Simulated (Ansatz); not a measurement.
# C2H6OZn: basis-set convergence

One table from this session's results is given with a row withheld; the runs are named, their logs left out.

Method: one geometry, several basis sets; program: Ansatz 0.2.0, Gaussian basis.

Levels to be run: PBE0-D4/def2-SVP; ωB97M-V/def2-SVP; PBE0-D4/def2-QZVPP; ωB97M-V/def2-QZVPP; the functionals' def2-TZVPP values are taken from earlier runs.

## The geometry

An earlier PBE0-D4 in a triple-zeta def2 set relaxation fixed the geometry.

SMILES `CO[CH2][ZnH]`, 10 atoms, charge 0, spin multiplicity 1.

Atoms are counted from 1 here; the program's logs count them from 0.

Bond lengths: C1–O2 1.400 Å, C1–H5 1.091 Å, C1–H6 1.100 Å, C1–H7 1.100 Å, O2–C3 1.417 Å, C3–Zn4 1.964 Å, C3–H8 1.102 Å, C3–H9 1.102 Å, Zn4–H10 1.543 Å. Angles: O2–C1–H5 107.9°, O2–C1–H6 111.3°, O2–C1–H7 111.4°, H5–C1–H6 109.0°, H5–C1–H7 109.0°, H6–C1–H7 108.2°, C1–O2–C3 112.4°, O2–C3–Zn4 107.3°, O2–C3–H8 110.3°, O2–C3–H9 110.3°, Zn4–C3–H8 111.5°, Zn4–C3–H9 111.5°, H8–C3–H9 106.0°, C3–Zn4–H10 179.5°.

The first run:

Input file in.yaml:

```yaml
crystal:
  periodic: [false, false, false]
  atoms:
    - {symbol: C, position_ang: [-0.778691, 1.010622, 1.021982]}
    - {symbol: O, position_ang: [-0.365595, -0.247187, 0.565263]}
    - {symbol: C, position_ang: [0.426959, -0.163349, -0.606494]}
    - {symbol: Zn, position_ang: [0.918134, -1.996769, -1.109924]}
    - {symbol: H, position_ang: [-1.379432, 0.860924, 1.920831]}
    - {symbol: H, position_ang: [0.081726, 1.649351, 1.268582]}
    - {symbol: H, position_ang: [-1.386515, 1.530695, 0.267545]}
    - {symbol: H, position_ang: [1.318944, 0.457478, -0.421402]}
    - {symbol: H, position_ang: [-0.132699, 0.340428, -1.411672]}
    - {symbol: H, position_ang: [1.297169, -3.442194, -1.494703]}
basis:
  gaussian: {orbitals: def2-SVP}
hamiltonian: {xc: pbe0, dispersion: d4}
output: {orbitals: {seedname: orbitals}}
```

On the command line:

```sh
> ansatz run in.yaml --threads 4 --pin off --events-out ev --progress --plain --max-ram 10444MiB
```

Steps of the session up to this table: PBE0-D4 in def2-SVP; ωB97M-V in def2-SVP; PBE0-D4 in def2-QZVPP; ωB97M-V in def2-QZVPP.

One of the session's tables, all rows but one given; the rest of the session is left out.

It belongs to the step «Functionals by basis». 

| functional | basis | HOMO (eV) | LUMO (eV) |
| --- | --- | --- | --- |
| PBE0-D4 | def2-SVP | -7.05 | 0.79 |
| PBE0-D4 | def2-TZVPP | -7.25 | -0.45 |
| PBE0-D4 | def2-QZVPP | -7.26 | -0.52 |
| ωB97M-V | def2-SVP | ? | ? |
| ωB97M-V | def2-TZVPP | -9.47 | 0.89 |
| ωB97M-V | def2-QZVPP | -9.48 | 0.60 |

Q: Estimate the row for ωB97M-V, def2-SVP from the others.

The run gave: HOMO (eV): -9.26; LUMO (eV): 2.09. In the column «HOMO (eV)» it lies between ωB97M-V, def2-TZVPP (-9.47) and PBE0-D4, def2-QZVPP (-7.26).
